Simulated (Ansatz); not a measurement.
Pt2W under changes of volume

One of the cells (15.218 Å³/atom); the others are scaled copies at fixed shape and fractional positions:

```xyz
3
Lattice="-1.3864 1.9822 4.1533 1.3864 -1.9822 4.1533 1.3864 1.9822 -4.1533" Properties=species:S:1:pos:R:3 pbc="T T T"
Pt    0.0000    0.0000    2.7974
Pt    0.0000    0.0000    5.5091
W     0.0000    0.0000    0.0000
```

The cell comes from a database or a generator and needn't be the stable form of this composition.

| Item | Value |
| --- | --- |
| Program | Ansatz 0.2.0 |
| Functional | LDA |
| Potentials or basis | Ansatz PAW |
| Cutoff | 420 eV (not typed: the program's choice for these potentials) |
| k mesh | 12 × 12 × 12 |
| Occupations | fermi-dirac, width 0.05 eV |
| Spin | no spin polarisation |

| volume (Å³/atom) | energy over the lowest point (meV/atom) | pressure (GPa) | largest force (eV/Å) |
| --- | --- | --- | --- |
| 14.305 | 11.85 | 10.3 | 0.102 |
| 14.609 | 0.00 | 2.4 | 0.049 |
| 14.914 | 2.14 | -4.5 | 0.000 |
| 15.218 | 16.67 | -10.6 | 0.046 |
| 15.522 | 42.15 | -16.0 | 0.088 |
| 15.827 | 77.29 | -20.8 | 0.128 |
| 16.131 | ? | ? | ? |

Q: What does the run at 16.131 Å³/atom give?

A: Energy over the lowest point 120.98 meV/atom; pressure -25.0 GPa; largest force 0.164 eV/Å.

Worked out: A Birch-Murnaghan fit of order 3 (a polynomial in V^(-2/3)) to the other rows has its minimum at 14.71 Å³/atom with B0 = V·E''(V) = 342 GPa and B' = 5.1 at fixed shape and positions, which overstates the stiffness. It gives 120.83 meV/atom at 16.131 Å³/atom, against the run's 120.98, and -dE/dV = -25.0 GPa, against -25.0.

Energies are extrapolated to zero smearing.

Caveats: the PAW data sets come from PBE, with cores solved anew for the run's functional, which leaves a small shift of forces and pressure.
